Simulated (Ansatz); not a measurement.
# C₂HF₅O: a ladder of functionals and wavefunction methods

An exercise on one series of results from a longer session: the logs are not shown, and one member is left open.

Computed with Ansatz 0.2.0, Gaussian basis. Level: functionals in def2-TZVPP, the program's frozen cores in correlated methods.

Levels to be run: LDA (SPW92), PBE-D4, revPBE-D4, BLYP-D4, r2SCAN-D4, B97M-V, PBE0-D4, B3LYP-D4, r2SCANh-D4, r2SCAN0-D4, HSE06-D4, BHLYP-D4, CAM-B3LYP-D4, LC-ωPBE, ωB97X-V, ωB97M-V, B2PLYP, PBE-QIDH; CCSD(T)/def2-SVP; CCSD(T)/def2-TZVPP; MP2/def2-QZVPP; extrapolation to the limit; RPA on PBE.

## The geometry

All runs share one geometry, relaxed beforehand with PBE0-D4 in a triple-zeta def2 set.

SMILES `FC(F)OC(F)(F)F`, 9 atoms, charge 0, spin multiplicity 1.

Atoms are counted from 1 here; the program's logs count them from 0.

Bond lengths: F1–C2 1.337 Å, C2–F3 1.331 Å, C2–O4 1.386 Å, C2–H9 1.093 Å, O4–C5 1.355 Å, C5–F6 1.332 Å, C5–F7 1.315 Å, C5–F8 1.335 Å. Angles: F1–C2–F3 108.1°, F1–C2–O4 109.2°, F1–C2–H9 109.6°, F3–C2–O4 106.8°, F3–C2–H9 110.3°, O4–C2–H9 112.7°, C2–O4–C5 116.8°, O4–C5–F6 112.1°, O4–C5–F7 107.7°, O4–C5–F8 111.7°, F6–C5–F7 109.2°, F6–C5–F8 107.1°, F7–C5–F8 108.9°.

Geometry (Å):

```
F     1.0276   -1.0526    1.4582
C    -0.0345   -0.9717    0.6505
F    -0.4423   -2.2085    0.3780
O     0.3505   -0.4033   -0.5541
C     0.0757    0.9125   -0.7245
F     0.6202    1.6663    0.2293
F     0.5606    1.2740   -1.8917
F    -1.2386    1.1482   -0.7094
H    -0.8308   -0.4110    1.1466
```

Set-up of the first run:

Contents of in.yaml:

```yaml
crystal:
  periodic: [false, false, false]
  atoms:
    - {symbol: F, position_ang: [1.027642, -1.052648, 1.458194]}
    - {symbol: C, position_ang: [-0.034478, -0.971676, 0.650497]}
    - {symbol: F, position_ang: [-0.442267, -2.208516, 0.377967]}
    - {symbol: O, position_ang: [0.350542, -0.403317, -0.554106]}
    - {symbol: C, position_ang: [0.075730, 0.912460, -0.724494]}
    - {symbol: F, position_ang: [0.620214, 1.666261, 0.229339]}
    - {symbol: F, position_ang: [0.560558, 1.273992, -1.891736]}
    - {symbol: F, position_ang: [-1.238606, 1.148175, -0.709365]}
    - {symbol: H, position_ang: [-0.830834, -0.411030, 1.146606]}
basis:
  gaussian: {orbitals: def2-TZVPP}
hamiltonian: {xc: lda}
output: {orbitals: {seedname: orbitals}}
```

The run is started by

```sh
ansatz run in.yaml --threads 4 --pin off --events-out ev --progress --plain --max-ram 11315MiB
```

Steps of the session up to this table: LDA; PBE-D4 (GGA); revPBE-D4 (GGA); BLYP-D4 (GGA); r2SCAN-D4 (meta-GGA); B97M-V (meta-GGA); PBE0-D4 (hybrid); B3LYP-D4 (hybrid); r2SCANh-D4 (hybrid); r2SCAN0-D4 (hybrid); HSE06-D4 (hybrid); BHLYP-D4 (hybrid); CAM-B3LYP-D4 (range-separated); LC-ωPBE (range-separated); ωB97X-V (range-separated); ωB97M-V (range-separated); B2PLYP (double hybrid); PBE-QIDH (double hybrid).

One of the session's tables, all rows but one given; the rest of the session is left out.

It belongs to the step «Orbital energies across the functionals». 

| functional | HOMO (eV) | LUMO (eV) | gap (eV) |
| --- | --- | --- | --- |
| LDA (SPW92) | -9.21 | 0.61 | 9.82 |
| PBE-D4 | -8.94 | 0.82 | 9.76 |
| revPBE-D4 | -8.84 | 0.93 | 9.77 |
| BLYP-D4 | -8.88 | 0.75 | 9.63 |
| r2SCAN-D4 | -9.44 | 1.56 | 11.00 |
| B97M-V | ? | ? | ? |
| PBE0-D4 | -10.93 | 1.70 | 12.62 |
| B3LYP-D4 | -10.65 | 1.28 | 11.92 |
| r2SCANh-D4 | -10.17 | 1.84 | 12.01 |
| r2SCAN0-D4 | -11.28 | 2.22 | 13.50 |
| HSE06-D4 | -10.51 | 1.32 | 11.83 |
| BHLYP-D4 | -12.87 | 2.28 | 15.15 |
| CAM-B3LYP-D4 | -12.51 | 2.44 | 14.94 |
| LC-ωPBE | -13.80 | 3.87 | 17.67 |
| ωB97X-V | -13.47 | 3.67 | 17.14 |
| ωB97M-V | -13.41 | 3.21 | 16.63 |

Q: Estimate the row for B97M-V from the others.

The run gave: HOMO (eV): -9.60; LUMO (eV): 1.06; gap (eV): 10.65. In the column «HOMO (eV)» it lies between r2SCANh-D4 (-10.17) and r2SCAN-D4 (-9.44).
